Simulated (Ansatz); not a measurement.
# CdSe: the cost of one run

Program: Ansatz 0.2.0. Level of theory: DFT r2SCAN, scalar-relativistic, plane waves, PAW. These are calculated values, not measurements.

The COD entry's cell or inner coordinates are ideal or old and differ from later refinements, so a difference from it is no clean test against experiment.

## Step 1: The starting structure

The structure is hexagonal, space group P6_3mc (No. 186). The conventional cell has a = 4.298 Å, b = 4.298 Å, c = 7.015 Å, α = 90.00°, β = 90.00°, γ = 120.00°. Cd (site symmetry 3m) is surrounded by 4 Se at 2.63 Å. Se (site symmetry 3m) is surrounded by 4 Cd at 2.63 Å.

As a file:

```cif
data_structure
_symmetry_space_group_name_H-M 'P 1'
_symmetry_Int_Tables_number 1
_cell_length_a 4.2985
_cell_length_b 4.2985
_cell_length_c 7.0152
_cell_angle_alpha 90.000
_cell_angle_beta 90.000
_cell_angle_gamma 120.000
_cell_volume 112.25
loop_
_atom_site_label
_atom_site_type_symbol
_atom_site_fract_x
_atom_site_fract_y
_atom_site_fract_z
_atom_site_occupancy
Cd1 Cd 0.66667 0.33333 0.00000 1
Cd2 Cd 0.33333 0.66667 0.50000 1
Se1 Se 0.66667 0.33333 0.37500 1
Se2 Se 0.33333 0.66667 0.87500 1
```

The structure comes from the Crystallography Open Database.

## Step 2: Quick check of gap, pressure and forces

Input file input.yaml:

```yaml
crystal:
  lattice:
    - [4.2984999142, 0.0, 0.0]
    - [-2.1492499571, 3.7226101239, 0.0]
    - [0.0, 0.0, 7.0152]
  atoms:
    - { symbol: Cd, position: [0.6666666667, 0.3333333333, 0.0] }
    - { symbol: Cd, position: [0.3333333333, 0.6666666667, 0.5] }
    - { symbol: Se, position: [0.6666666667, 0.3333333333, 0.375] }
    - { symbol: Se, position: [0.3333333333, 0.6666666667, 0.875] }
basis:
  ecutwfc: 500
kpoints:
  mp_grid: { grid: [6, 6, 4] }
hamiltonian:
  xc: r2scan
scf:
  occupations: { method: gaussian, width: 0.1 }
output:
  forces: true
  stress: true
  eigenvalues: true
```

Command:

```sh
$ ansatz run input.yaml --threads 1 --pin off --max-ram 2560MiB --backend cpu --events-out ev --progress --plain --runs-dir out
```

Q: Estimate wall time and peak memory on 1 thread of Arm Neoverse V1, shared host.

About 22 s, with a peak of 0.57 GiB.
